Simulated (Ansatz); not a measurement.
**GePH2+ (triplet): the correlation ladder, cc-pVDZ**

The task here is to estimate one member of a computed series from the others.

Computed with Ansatz 0.2.0, Gaussian basis. Level: cc-pVDZ, core rule «outside noble gas», up to 19 orbitals frozen.

Plan: UHF; CCSD(T) on ROHF; CCSD(T) on UHF; BCCD(T) on ROHF; CISD; CCSDT(Q) on ROHF; CCSDT(Q) on UHF; CASSCF and MRCISD+Q, 10 electrons in 10 orbitals; CASSCF and NEVPT2, 10 electrons in 10 orbitals.

21 further runs of the same task are left out: 13 that didn't finish, 8 set aside as unsound or not needed.

### The system

The geometry is a PBE0/def2-TZVP stationary point (not a proven minimum) of the parent state, kept for this charge and spin. No spin-orbit coupling is included. The filled d shell of Ge may be among the frozen orbitals whatever the setting's name suggests; the logs give the count.

4 atoms, charge 1, spin multiplicity 3.

Atoms are counted from 1 here; the program's logs count them from 0.

Bond lengths: Ge1–P2 2.570 Å, P2–H3 1.417 Å, P2–H4 1.417 Å. Angles: Ge1–P2–H3 131.2°, Ge1–P2–H4 131.2°, H3–P2–H4 97.5°.

Set-up of the first run:

in.yaml reads:

```yaml
crystal:
  periodic: [false, false, false]
  atoms:
    - {symbol: Ge, position_ang: [0.000000, 0.000000, 0.820452]}
    - {symbol: P, position_ang: [0.000000, 0.000000, -1.749476]}
    - {symbol: H, position_ang: [0.000000, 1.065765, -2.683586]}
    - {symbol: H, position_ang: [0.000000, -1.065765, -2.683586]}
basis:
  gaussian: {orbitals: cc-pVDZ}
total_charge: 1
magnetization: {spin_polarized: true, initial_magnetization: 2}
hamiltonian: {xc: hf}
output: {orbitals: {seedname: orbitals}}
```

Launch:

```bash
> ansatz run in.yaml --threads 1 --pin off --events-out ev --progress --plain --max-ram 2393MiB
```

Among the steps run: UHF; CCSD(T) on ROHF; CCSD(T) on UHF; BCCD(T) on ROHF; CISD; CCSDT(Q) on ROHF; CCSDT(Q) on UHF; CASSCF and MRCISD+Q, 10 electrons in 10 orbitals; CASSCF and NEVPT2, 10 electrons in 10 orbitals.

One table of the session follows, with a row left open; its other results are not shown here.

| method | from UCCSDT(Q) (meV) |
| --- | --- |
| ROHF | +5476.3 |
| UHF | +5264.4 |
| RMP2 | +1221.4 |
| UMP2 | +1249.0 |
| CISD | +583.9 |
| RCCSD | +191.3 |
| UCCSD | +183.9 |
| RCCSD(T) | +44.5 |
| UCCSD(T) | +41.9 |
| BCCD(T) | +44.1 |
| RCCSDT | ? |
| UCCSDT | +7.5 |
| RCCSDT(Q) | +3.5 |
| UCCSDT(Q) | 0 |
| CASSCF valence | +3653.3 |
| NEVPT2 valence | +909.8 |
| MRCISD valence | +265.4 |
| MRCISD+Q valence | +17.1 |

Estimate the missing values for RCCSDT.

The run gave: from UCCSDT(Q) (meV): +10.9. In the column «from UCCSDT(Q) (meV)» it lies between UCCSDT (+7.5) and MRCISD+Q valence (+17.1).

Among the levels timed on like hardware and quicker than the yardstick, those that no quicker one beats, quickest first: CISD (2.1 s, +583.9 meV); BCCD(T) (4.6 s, +44.1 meV); UCCSD(T) (6.5 s, +41.9 meV); MRCISD+Q valence (8.5 s, +17.1 meV); RCCSDT(Q) (13 s, +3.5 meV).

Limits of these values: Of the multireference levels listed MRCISD+Q valence comes nearest in total energy (+17.1 meV), which doesn't show that its space is the better one. Restricted and unrestricted rows rest on different reference determinants; where their highest levels disagree by more than a few hundredths of an eV, they describe different states and don't form one ladder.
